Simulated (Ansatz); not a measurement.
# ClF2H3Si2: up Jacob's ladder to CCSD(T)

How much do the methods differ for ClF2H3Si2? The plan is to run it at one geometry with functionals of several rungs and with coupled cluster, and see how far each lands from CCSD(T) at the basis-set limit for the atomisation energy.

Program: Ansatz 0.2.0, Gaussian basis. Level of theory: functionals in def2-TZVPP, the program's frozen cores in correlated methods. These are calculated values, not measurements.

Plan: PBE-D4, r2SCAN-D4, PBE0-D4, B3LYP-D4, ωB97X-V, ωB97M-V, B2PLYP; CCSD(T)/def2-TZVPP; MP2/def2-QZVPP; extrapolation to the limit.

### Step 1. The geometry

All runs share one geometry, relaxed beforehand with PBE0-D4 in a triple-zeta def2 set.

SMILES `F[SiH](F)[SiH2]Cl`, 8 atoms, charge 0, spin multiplicity 1.

Atoms are counted from 1 here; the program's logs count them from 0.

Bond lengths: F1–Si2 1.590 Å, Si2–F3 1.590 Å, Si2–Si4 2.348 Å, Si2–H6 1.482 Å, Si4–Cl5 2.055 Å, Si4–H7 1.484 Å, Si4–H8 1.484 Å. Angles: F1–Si2–F3 107.5°, F1–Si2–Si4 109.2°, F1–Si2–H6 107.7°, F3–Si2–Si4 109.2°, F3–Si2–H6 107.7°, Si4–Si2–H6 115.2°, Si2–Si4–Cl5 108.7°, Si2–Si4–H7 110.5°, Si2–Si4–H8 110.5°, Cl5–Si4–H7 108.9°, Cl5–Si4–H8 108.9°, H7–Si4–H8 109.4°.

### Step 2. PBE-D4 (GGA)

in.yaml

```yaml
crystal:
  periodic: [false, false, false]
  atoms:
    - {symbol: F, position_ang: [-1.332484, 1.216950, -1.324799]}
    - {symbol: Si, position_ang: [-0.986782, 0.664548, 0.125623]}
    - {symbol: F, position_ang: [-0.588121, 1.910482, 1.029578]}
    - {symbol: Si, position_ang: [0.842943, -0.800169, -0.021408]}
    - {symbol: Cl, position_ang: [2.436090, 0.215545, -0.828747]}
    - {symbol: H, position_ang: [-2.224062, 0.075789, 0.690216]}
    - {symbol: H, position_ang: [1.221564, -1.294935, 1.325497]}
    - {symbol: H, position_ang: [0.515750, -1.953609, -0.895958]}
basis:
  gaussian: {orbitals: def2-TZVPP}
hamiltonian: {xc: pbe, dispersion: d4}
output: {forces: true, orbitals: {seedname: orbitals}}
```

Launch:

```bash
$ ansatz run in.yaml --threads 4 --pin off --events-out ev --progress --plain --max-ram 10444MiB
```

The log of the run (excerpt; [...] marks lines left out):

```text
Functional definition: PBE
  name "PBE"
  cite "Perdew, Burke & Ernzerhof, Phys. Rev. Lett. 77, 3865 (1996) doi:10.1103/PhysRevLett.77.3865"
  parent pbe
[...]
1359 factors; their error is unknown
[...]
mean field -33750.09125408 eV, -1240.2929769538 hartree, gradient 1.5e-5 eV, S^2 0.000000; 0 other end points of the search recorded, 0 dependent functions left out
[...]
reference -33750.09129527 eV, -1240.2929784678 hartree; 33, 33 occupied and 197, 197 virtual orbitals, 1359 factors
Total energy: -33750.29715717 eV, -1240.3005437529 hartree
Atom 0 at    -1.332484     1.216950    -1.324799 Å, force    -0.151450     0.213108    -0.624166 eV/Å
Atom 1 at    -0.986782     0.664548     0.125623 Å, force     0.050008    -0.576398     0.153992 eV/Å
Atom 2 at    -0.588121     1.910482     1.029578 Å, force     0.173163     0.515610     0.402537 eV/Å
Atom 3 at     0.842943    -0.800169    -0.021408 Å, force    -0.124299     0.002445     0.038780 eV/Å
Atom 4 at     2.436090     0.215545    -0.828747 Å, force     0.223039     0.140801    -0.112572 eV/Å
Atom 5 at    -2.224062     0.075789     0.690216 Å, force    -0.166357    -0.081310     0.076655 eV/Å
Atom 6 at     1.221564    -1.294935     1.325497 Å, force     0.037530    -0.070216     0.157101 eV/Å
Atom 7 at     0.515750    -1.953609    -0.895958 Å, force    -0.041634    -0.144040    -0.092327 eV/Å
Dipole moment:    -0.130312    -0.372398     0.151326 e Å
```

It took 2.1 s on 4 threads of Arm Neoverse V2, shared host; peak memory 0.31 GiB.

With the free atoms at this level, -33721.474 eV in sum, the atomisation energy is 2781.0 kJ/mol. HOMO -7.17 eV, LUMO -2.00 eV.

### Step 3. r2SCAN-D4 (meta-GGA)

Edit in.yaml of step 2 so:

```diff
@@ -13,3 +13,3 @@
   gaussian: {orbitals: def2-TZVPP}
-hamiltonian: {xc: pbe, dispersion: d4}
+hamiltonian: {xc: r2scan, dispersion: d4}
 output: {forces: true, orbitals: {seedname: orbitals}}
```

Same command.

The log of the run (excerpt; [...] marks lines left out):

```text
Functional definition: r2SCAN
  name "r2SCAN"
  cite "Furness, Kaplan, Ning, Perdew & Sun, J. Phys. Chem. Lett. 11, 8208 (2020) doi:10.1021/acs.jpclett.0c02405"
  cite "Furness, Kaplan, Ning, Perdew & Sun, J. Phys. Chem. Lett. 11, 9248 (2020) doi:10.1021/acs.jpclett.0c03077"
  parent r2scan
[...]
1359 factors; their error is unknown
[...]
mean field -33764.25396220 eV, -1240.8134468773 hartree, gradient 2.7e-5 eV, S^2 0.000000; 0 other end points of the search recorded, 0 dependent functions left out
[...]
reference -33764.25397390 eV, -1240.8134473077 hartree; 33, 33 occupied and 197, 197 virtual orbitals, 1359 factors
Total energy: -33764.30264451 eV, -1240.8152359193 hartree
Atom 0 at    -1.332484     1.216950    -1.324799 Å, force    -0.005761     0.023919    -0.056891 eV/Å
Atom 1 at    -0.986782     0.664548     0.125623 Å, force    -0.026804    -0.087087     0.034047 eV/Å
Atom 2 at    -0.588121     1.910482     1.029578 Å, force     0.021754     0.049746     0.030118 eV/Å
Atom 3 at     0.842943    -0.800169    -0.021408 Å, force    -0.051422    -0.028618     0.024757 eV/Å
Atom 4 at     2.436090     0.215545    -0.828747 Å, force     0.049739     0.038961    -0.027276 eV/Å
Atom 5 at    -2.224062     0.075789     0.690216 Å, force     0.017268     0.006660    -0.007280 eV/Å
Atom 6 at     1.221564    -1.294935     1.325497 Å, force    -0.008545    -0.007549    -0.017931 eV/Å
Atom 7 at     0.515750    -1.953609    -0.895958 Å, force     0.003772     0.003968     0.020456 eV/Å
Dipole moment:    -0.138803    -0.387904     0.158606 e Å
```

Wall time 4.4 s (4 threads of Arm Neoverse V2, shared host); peak memory 0.33 GiB.

Atomisation energy: 2784.9 kJ/mol (free atoms -33735.439 eV, run apart). HOMO -7.48 eV, LUMO -1.72 eV.

### Step 4. PBE0-D4 (hybrid)

Edit in.yaml of step 3 so:

```diff
@@ -13,3 +13,3 @@
   gaussian: {orbitals: def2-TZVPP}
-hamiltonian: {xc: r2scan, dispersion: d4}
-output: {forces: true, orbitals: {seedname: orbitals}}
+hamiltonian: {xc: pbe0, dispersion: d4}
+output: {orbitals: {seedname: orbitals}}
```

The command is unchanged.

The log of the run:

```text
Functional definition: PBE0
  name "PBE0"
  cite "Adamo & Barone, J. Chem. Phys. 110, 6158 (1999) doi:10.1063/1.478522"
  cite "Perdew, Burke & Ernzerhof, Phys. Rev. Lett. 77, 3865 (1996) doi:10.1103/PhysRevLett.77.3865"
  parent pbe
  parameter a = 0.25
  parameter kappa = 0.804
  parameter beta = 0.06672455060314922
  exchange = (1 - a)*pbe_x(kappa = kappa, mu = beta*pi^2/3) + a*exact_x
  correlation = pbe_c(beta = beta)
1396 factors; their error is unknown
mean field evaluation 1: about -33750.1441 eV, gradient 4.3e1 eV
mean field evaluation 2: about -33746.9679 eV, gradient 6.5e1 eV
mean field evaluation 4: about -33752.6184 eV, gradient 1.0e0 eV
mean field evaluation 8: about -33752.7054 eV, gradient 3.0e-2 eV
mean field -33752.70541742 eV, -1240.3890456846 hartree, gradient 8.9e-5 eV, S^2 0.000000; 0 other end points of the search recorded, 0 dependent functions left out
reference -33752.70544823 eV, -1240.3890468171 hartree; 33, 33 occupied and 197, 197 virtual orbitals, 1396 factors
Total energy: -33752.88160254 eV, -1240.3955203686 hartree
```

Wall time 2.6 s (4 threads of Arm Neoverse V2, shared host); peak memory 0.61 GiB.

Atomisation energy: 2740.2 kJ/mol (free atoms -33724.482 eV, run apart). HOMO -8.44 eV, LUMO -1.15 eV.

### Step 5. B3LYP-D4 (hybrid)

B3LYP here takes the VWN-RPA correlation.

Edit in.yaml of step 4 so:

```diff
@@ -13,3 +13,3 @@
   gaussian: {orbitals: def2-TZVPP}
-hamiltonian: {xc: pbe0, dispersion: d4}
-output: {orbitals: {seedname: orbitals}}
+hamiltonian: {xc: {name: B3LYP}, dispersion: d4}
+output: {forces: true, orbitals: {seedname: orbitals}}
```

Launched as before.

The log of the run (excerpt; [...] marks lines left out):

```text
Functional definition: B3LYP
  name "B3LYP"
  cite "Stephens, Devlin, Chabalowski & Frisch, J. Phys. Chem. 98, 11623 (1994) doi:10.1021/j100096a001"
  cite "Becke, Phys. Rev. A 38, 3098 (1988) doi:10.1103/PhysRevA.38.3098"
  cite "Lee, Yang & Parr, Phys. Rev. B 37, 785 (1988) doi:10.1103/PhysRevB.37.785"
  cite "Vosko, Wilk & Nusair, Can. J. Phys. 58, 1200 (1980) doi:10.1139/p80-159"
[...]
1384 factors; their error is unknown
[...]
mean field -33770.26272470 eV, -1241.0342648267 hartree, gradient 7.4e-5 eV, S^2 0.000000; 0 other end points of the search recorded, 0 dependent functions left out
[...]
reference -33770.26299328 eV, -1241.0342746966 hartree; 33, 33 occupied and 197, 197 virtual orbitals, 1384 factors
Total energy: -33770.59870118 eV, -1241.0466117346 hartree
Atom 0 at    -1.332484     1.216950    -1.324799 Å, force    -0.049196     0.074054    -0.206063 eV/Å
Atom 1 at    -0.986782     0.664548     0.125623 Å, force    -0.110603    -0.249654     0.108497 eV/Å
Atom 2 at    -0.588121     1.910482     1.029578 Å, force     0.057241     0.173257     0.130558 eV/Å
Atom 3 at     0.842943    -0.800169    -0.021408 Å, force    -0.126554    -0.228156     0.107909 eV/Å
Atom 4 at     2.436090     0.215545    -0.828747 Å, force     0.179780     0.113245    -0.090665 eV/Å
Atom 5 at    -2.224062     0.075789     0.690216 Å, force     0.060986     0.029623    -0.027885 eV/Å
Atom 6 at     1.221564    -1.294935     1.325497 Å, force    -0.028784     0.022363    -0.083297 eV/Å
Atom 7 at     0.515750    -1.953609    -0.895958 Å, force     0.017131     0.065267     0.060947 eV/Å
Dipole moment:    -0.141816    -0.409343     0.165885 e Å
```

Wall time 4 s (4 threads of Arm Neoverse V2, shared host); peak memory 0.66 GiB.

Atomisation energy: 2753.3 kJ/mol (free atoms -33742.063 eV, run apart). HOMO -8.24 eV, LUMO -1.32 eV.

### Step 6. ωB97X-V (range-separated)

Edit in.yaml of step 5 so:

```diff
@@ -13,3 +13,3 @@
   gaussian: {orbitals: def2-TZVPP}
-hamiltonian: {xc: {name: B3LYP}, dispersion: d4}
-output: {forces: true, orbitals: {seedname: orbitals}}
+hamiltonian: {xc: {name: wB97X-V}}
+output: {orbitals: {seedname: orbitals}}
```

The command is unchanged.

The log of the run (excerpt; [...] marks lines left out):

```text
Functional definition: wB97X-V
  name "wB97X-V"
  cite "Mardirossian & Head-Gordon, Phys. Chem. Chem. Phys. 16, 9904 (2014) doi:10.1039/C3CP54374A"
  cite "Becke, J. Chem. Phys. 107, 8554 (1997) doi:10.1063/1.475007"
  cite "Vydrov & Van Voorhis, J. Chem. Phys. 133, 244103 (2010) doi:10.1063/1.3521275"
[...]
      + integral(e_c_pw_opposite_spin*poly(b97_u_opposite, cos0, cos1)) + vv10(b, c)
1381 factors; their error is unknown
261 factors; integrals over basis functions are off by at most 2.7e-5 eV
[...]
mean field -33762.53500573 eV, -1240.7502763925 hartree, gradient 4.9e-5 eV, S^2 0.000000; 0 other end points of the search recorded, 0 dependent functions left out
reference -33762.53500373 eV, -1240.7502763191 hartree; 33, 33 occupied and 197, 197 virtual orbitals, 1381 factors
Total energy: -33762.53500373 eV, -1240.7502763191 hartree
```

It took 7 s on 4 threads of Arm Neoverse V2, shared host; peak memory 0.73 GiB.

Atomisation energy: 2799.4 kJ/mol (free atoms -33733.522 eV, run apart). HOMO -10.74 eV, LUMO 0.95 eV.

### Step 7. ωB97M-V (range-separated)

Edit in.yaml of step 6 so:

```diff
@@ -13,3 +13,3 @@
   gaussian: {orbitals: def2-TZVPP}
-hamiltonian: {xc: {name: wB97X-V}}
-output: {orbitals: {seedname: orbitals}}
+hamiltonian: {xc: {name: wB97M-V}}
+output: {forces: true, orbitals: {seedname: orbitals}}
```

Launched as before.

The log of the run (excerpt; [...] marks lines left out):

```text
Functional definition: wB97M-V
  name "wB97M-V"
  cite "Mardirossian & Head-Gordon, J. Chem. Phys. 144, 214110 (2016) doi:10.1063/1.4952647"
  cite "Becke, J. Chem. Phys. 107, 8554 (1997) doi:10.1063/1.475007"
  cite "Vydrov & Van Voorhis, J. Chem. Phys. 133, 244103 (2010) doi:10.1063/1.3521275"
  # Of w^i u^j: cxij and so on, Table III.
[...]
  gx(w, u) = 1 - cx + cx01*u + cx10*w
  gss(w, u) = css00 + css04*u^4 + css10*w + css20*w^2 + css43*w^4*u^3
  gos(w, u) = cos00 + cos10*w + (cos20 + cos21*u)*w^2 + (cos60 + cos61*u)*w^6
[...]
      + integral(e_c_pw_mod_opposite_spin*gos(b97_w_opposite, b97_u_opposite)) + vv10(b, c)
1381 factors; their error is unknown
261 factors; integrals over basis functions are off by at most 2.7e-5 eV
[...]
mean field -33765.58838136 eV, -1240.8624858771 hartree, gradient 5.3e-5 eV, S^2 0.000000; 0 other end points of the search recorded, 0 dependent functions left out
[...]
reference -33765.58843003 eV, -1240.8624876657 hartree; 33, 33 occupied and 197, 197 virtual orbitals, 1381 factors
Total energy: -33765.58843003 eV, -1240.8624876657 hartree
Atom 0 at    -1.332484     1.216950    -1.324799 Å, force    -0.021887     0.041463    -0.143145 eV/Å
Atom 1 at    -0.986782     0.664548     0.125623 Å, force    -0.073133    -0.312556     0.115158 eV/Å
Atom 2 at    -0.588121     1.910482     1.029578 Å, force     0.051558     0.109926     0.089050 eV/Å
Atom 3 at     0.842943    -0.800169    -0.021408 Å, force    -0.139516    -0.139056     0.085579 eV/Å
Atom 4 at     2.436090     0.215545    -0.828747 Å, force     0.040867     0.035764    -0.023528 eV/Å
Atom 5 at    -2.224062     0.075789     0.690216 Å, force     0.154490     0.068745    -0.068958 eV/Å
Atom 6 at     1.221564    -1.294935     1.325497 Å, force    -0.048490     0.058355    -0.160061 eV/Å
Atom 7 at     0.515750    -1.953609    -0.895958 Å, force     0.036110     0.137358     0.105906 eV/Å
Dipole moment:    -0.141416    -0.402067     0.163616 e Å
```

Run time: 10 s. Hardware: 4 threads of Arm Neoverse V2, shared host; peak memory 0.83 GiB.

With the free atoms at this level, -33736.760 eV in sum, the atomisation energy is 2781.6 kJ/mol. HOMO -10.50 eV, LUMO 0.68 eV.

### Step 8. B2PLYP (double hybrid)

Edit in.yaml of step 7 so:

```diff
@@ -13,3 +13,2 @@
   gaussian: {orbitals: def2-TZVPP}
-hamiltonian: {xc: {name: wB97M-V}}
-output: {forces: true, orbitals: {seedname: orbitals}}
+hamiltonian: {xc: {name: B2PLYP}}
```

The command is unchanged.

The log of the run (excerpt; [...] marks lines left out):

```text
Functional definition: B2PLYP
  name "B2PLYP"
  cite "Grimme, J. Chem. Phys. 124, 034108 (2006) doi:10.1063/1.2148954"
  cite "Becke, Phys. Rev. A 38, 3098 (1988) doi:10.1103/PhysRevA.38.3098"
  cite "Lee, Yang & Parr, Phys. Rev. B 37, 785 (1988) doi:10.1103/PhysRevB.37.785"
[...]
1382 factors; integrals over basis functions are off by at most 7.6e-4 eV
[...]
mean field -33747.71206540 eV, -1240.2055433827 hartree, gradient 6.0e-6 eV, S^2 0.000000; 0 other end points of the search recorded, 0 dependent functions left out
17 core orbitals not correlated: weight in the atoms' cores, before any rotation towards them, 1.000 or more for the frozen orbitals, at most 0.000 for the correlated occupied ones
reference -33747.71223579 eV, -1240.2055496444 hartree; 16, 16 occupied and 197, 197 virtual orbitals, 1382 factors
second order -30.07811412 eV of doubles, -0.00000000 eV of singles
Total energy: -33755.83332660 eV, -1240.5039942271 hartree
```

Wall time 4.4 s (4 threads of Arm Neoverse V2, shared host); peak memory 0.56 GiB.

With the free atoms at this level, -33727.469 eV in sum, the atomisation energy is 2736.8 kJ/mol.

### Step 9. Frontier levels by functional

Dipoles come from the runs that computed forces. Levels, from each run's orbital file:

```csv
functional,HOMO (eV),LUMO (eV),gap (eV),dipole (D)
PBE-D4,-7.17,-2.00,5.17,2.03
r2SCAN-D4,-7.48,-1.72,5.76,2.12
PBE0-D4,-8.44,-1.15,7.29,
B3LYP-D4,-8.24,-1.32,6.92,2.23
ωB97X-V,-10.74,0.95,11.69,
ωB97M-V,-10.50,0.68,11.18,2.19
```

### Step 10. CCSD(T) in def2-TZVPP

Edit in.yaml of step 8 so:

```diff
@@ -13,2 +13,2 @@
   gaussian: {orbitals: def2-TZVPP}
-hamiltonian: {xc: {name: B2PLYP}}
+correlation: {method: ccsd_t}
```

Launched as before.

The log of the run (excerpt; [...] marks lines left out):

```text
Functional definition: HF
  name "HF"
  cite "Fock, Z. Phys. 61, 126 (1930) doi:10.1007/BF01340294"
  parent pbe
[...]
1382 factors; integrals over basis functions are off by at most 7.6e-4 eV
[...]
mean field -33695.94834195 eV, -1238.3032616326 hartree, gradient 1.8e-6 eV, S^2 0.000000; 0 other end points of the search recorded, 0 dependent functions left out
17 core orbitals not correlated: weight in the atoms' cores, before any rotation towards them, 1.000 or more for the frozen orbitals, at most 0.000 for the correlated occupied ones
reference -33695.94834195 eV, -1238.3032616326 hartree; 16, 16 occupied and 197, 197 virtual orbitals, 1382 factors
second order -25.06957030 eV of doubles, -0.00000000 eV of singles
cycle   1  -25.57204099 eV  change   -5.0e-1 eV  update   1.1e-1
[...]
cycle   9  -26.24812418 eV  change   -1.8e-5 eV  update   1.7e-5
perturbative correction -0.86270290 eV, -0.0317037469 hartree
Total energy: -33723.05916903 eV, -1239.2995661514 hartree
```

Wall time 1.7 min (4 threads of Arm Neoverse V2, shared host); peak memory 3.7 GiB.

### Step 11. MP2 in def2-QZVPP

Edit in.yaml of step 10 so:

```diff
@@ -12,3 +12,3 @@
 basis:
-  gaussian: {orbitals: def2-TZVPP}
-correlation: {method: ccsd_t}
+  gaussian: {orbitals: "def2-QZVPP.json"}
+correlation: {method: mp2}
```

Same command.

The log of the run:

```text
Functional definition: HF
  name "HF"
  cite "Fock, Z. Phys. 61, 126 (1930) doi:10.1007/BF01340294"
  parent pbe
  exchange = exact_x
  correlation = 0
2477 factors; integrals over basis functions are off by at most 6.6e-4 eV
mean field evaluation 1: about -33693.8817 eV, gradient 3.8e1 eV
mean field evaluation 2: about -33694.0284 eV, gradient 3.8e1 eV
mean field evaluation 4: about -33697.0193 eV, gradient 2.9e0 eV
mean field evaluation 8: about -33697.0665 eV, gradient 2.0e-1 eV
mean field -33697.06667913 eV, -1238.3443597659 hartree, gradient 2.4e-6 eV, S^2 0.000000; 0 other end points of the search recorded, 0 dependent functions left out
17 core orbitals not correlated: weight in the atoms' cores, before any rotation towards them, 1.000 or more for the frozen orbitals, at most 0.000 for the correlated occupied ones
reference -33697.06667913 eV, -1238.3443597659 hartree; 16, 16 occupied and 381, 381 virtual orbitals, 2477 factors
second order -27.47030212 eV of doubles, -0.00000000 eV of singles
Total energy: -33724.53698125 eV, -1239.3538747488 hartree
```

It took 14 s on 4 threads of Arm Neoverse V2, shared host; peak memory 1.9 GiB.

Energy pieces by basis (eV):

```csv
basis,HF,MP2 correlation,CCSD correlation,(T),total
def2-TZVPP,-33695.9483,-25.0696,-26.2481,-0.8627,-33723.0592
def2-QZVPP,-33697.0667,-27.4703,,,-33724.5370 (MP2)
```

The report of the def2-TZVPP run gives T1 = 0.0116.

### Step 12. From triple and quadruple zeta to the limit

This step is arithmetic on the last runs, with X = 3 and 4: exp(−7.88√X) for Hartree-Fock, X^−2.97 for correlation; only MP2 was run in the larger set, so CCSD(T) minus MP2 is added from the smaller one.

```csv
level,energy at the limit (eV)
HF,-33697.2207
MP2,-33726.4693
CCSD,-33727.6479
CCSD(T),-33728.5106
```

### Step 13. The ladder

Free atoms (2 F, 2 Si, 1 Cl, 3 H) were run apart at each level; the atomisation energy is their sum less the molecule, without zero-point or spin-orbit terms.

Differences are taken before rounding.

```csv
method,rung,"atoms, summed (eV)",atomisation energy (kJ/mol),from CCSD(T)/CBS (kJ/mol),time
PBE-D4,GGA,-33721.474,2781.0,-14.6,2.1 s
r2SCAN-D4,meta-GGA,-33735.439,2784.9,-10.7,4.4 s
PBE0-D4,hybrid,-33724.482,2740.2,-55.4,2.6 s
B3LYP-D4,hybrid,-33742.063,2753.3,-42.3,4 s
ωB97X-V,range-separated,-33733.522,2799.4,+3.8,7 s
ωB97M-V,range-separated,-33736.760,2781.6,-14.0,10 s
B2PLYP,double hybrid,-33727.469,2736.8,-58.8,4.4 s
HF/def2-TZVPP,wavefunction,-33674.133,2104.9,-690.7,
MP2/def2-TZVPP,wavefunction,-33692.259,2774.9,-20.7,
CCSD/def2-TZVPP,wavefunction,-33694.553,2667.2,-128.4,
CCSD(T)/def2-TZVPP,wavefunction,-33695.032,2704.2,-91.4,1.7 min
MP2/CBS,wavefunction,-33696.763,2866.2,+70.7,
CCSD(T)/CBS,wavefunction,-33699.536,2795.6,0,1.9 min
```

Among the levels timed on like hardware and quicker than the yardstick, those that no quicker one beats, quickest first: PBE-D4 (2.1 s, -14.6 kJ/mol); r2SCAN-D4 (4.4 s, -10.7 kJ/mol); ωB97X-V (7 s, +3.8 kJ/mol).

B2PLYP carry no dispersion term (for B3LYP, D4 adds 32.4 kJ/mol).

Times are those of the molecule's run; HF, MP2 and CCSD come out of the CCSD(T) runs, and the limit's time is the sum of the runs that it needs.

### Step 14. What came out

| quantity | value |
| --- | --- |
| atomisation energy, CCSD(T)/CBS | 2795.6 kJ/mol |
| functionals within 14.0 kJ/mol (0.5 %) | r2SCAN-D4, ωB97X-V |
| farthest | B2PLYP (-58.8 kJ/mol) |
| mean size of error, hybrid | 48.8 kJ/mol |
| mean size of error, range-separated | 8.9 kJ/mol |
| gap, smallest and largest | 5.17 eV (PBE-D4), 11.69 eV (ωB97X-V) |
| T1 diagnostic | 0.0116 |
| triples share of the correlation energy | 3.2 % |

PBE-D4 is off by -14.6 kJ/mol. Double hybrids carry the basis error of their MP2 part in triple zeta, and no dispersion term here, so their miss is partly the set-up's. The reference freezes the cores and leaves out relativity and excitations past (T), so misses under about 14.0 kJ/mol can't be ranked. Hartree-Fock recovers 75 % of the binding; the rest is correlation. Orbital gaps span 5.2 to 11.7 eV; exact exchange widens them.

For cost: ωB97X-V gets within 3.8 kJ/mol in 7 s, where CCSD(T)/CBS took 1.9 min; the quickest level in the cost chart, PBE-D4, takes 2.1 s and misses by 14.6 kJ/mol.
